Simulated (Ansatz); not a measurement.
# GeSbOs2: the cost of one run

Computed with Ansatz 0.2.0 (DFT PBE, scalar-relativistic, plane waves, PAW, unless a step's input says otherwise).

### 1 The starting structure

It takes space group P6_3/mmc (No. 194, hexagonal). Conventional cell: a = 4.619 Å, b = 4.619 Å, c = 8.172 Å, α = 90.00°, β = 90.00°, γ = 120.00°. Ge (site symmetry -6m2) has 6 Os at 2.67 Å in its first shell of neighbours. Sb (site symmetry -3m) is surrounded by 2 Os at 2.04 Å. Os (site symmetry -6m2) is surrounded by 2 Sb at 2.04 Å. Os (site symmetry -6m2) has 3 Os at 2.67 Å and 3 Ge at 2.67 Å in its first shell of neighbours.

Coordinates:

```cif
data_structure
_symmetry_space_group_name_H-M 'P6_3/mmc'
_symmetry_Int_Tables_number 194
_cell_length_a 4.6187
_cell_length_b 4.6187
_cell_length_c 8.1724
_cell_angle_alpha 90.000
_cell_angle_beta 90.000
_cell_angle_gamma 120.000
_cell_volume 150.98
loop_
_atom_site_label
_atom_site_type_symbol
_atom_site_symmetry_multiplicity
_atom_site_Wyckoff_symbol
_atom_site_fract_x
_atom_site_fract_y
_atom_site_fract_z
_atom_site_occupancy
Ge1 Ge 2 d 0.33333 0.66667 0.75000 1
Sb1 Sb 2 a 0.00000 0.00000 0.00000 1
Os1 Os 2 b 0.00000 0.00000 0.25000 1
Os2 Os 2 c 0.33333 0.66667 0.25000 1
```

The cell is invented: random cell by space group and Wyckoff sites (P6_3/mmc, No. 194). Its size is a rough estimate.

### 2 Probe: one point on a coarse mesh

Input file input.yaml:

```yaml
crystal:
  lattice:
    - [4.61869746, 0.0, 0.0]
    - [-2.30934873, 3.99990934, 0.0]
    - [0.0, 0.0, 8.17236326]
  atoms:
    - { symbol: Ge, position: [0.33333333, 0.66666667, 0.75] }
    - { symbol: Ge, position: [0.66666667, 0.33333333, 0.25] }
    - { symbol: Sb, position: [0.0, 0.0, 0.0] }
    - { symbol: Sb, position: [0.0, 0.0, 0.5] }
    - { symbol: Os, position: [0.0, 0.0, 0.25] }
    - { symbol: Os, position: [0.0, 0.0, 0.75] }
    - { symbol: Os, position: [0.33333333, 0.66666667, 0.25] }
    - { symbol: Os, position: [0.66666667, 0.33333333, 0.75] }
basis:
  ecutwfc: 420
kpoints:
  mp_grid: { grid: [6, 6, 2] }
hamiltonian:
  xc: pbe
scf:
  occupations: { method: gaussian, width: 0.1 }
  lower_state_search: "off"
output:
  forces: true
  stress: true
  eigenvalues: true
```

Run with:

```console
ansatz run input.yaml --threads 1 --pin off --max-ram 2560MiB --backend cpu --events-out ev --progress --plain --runs-dir out
```

Q: Estimate wall time and peak memory on 1 thread of Intel Xeon at 2.50GHz (Skylake/Cascade Lake), shared host.

About 16 s, with a peak of 0.51 GiB.
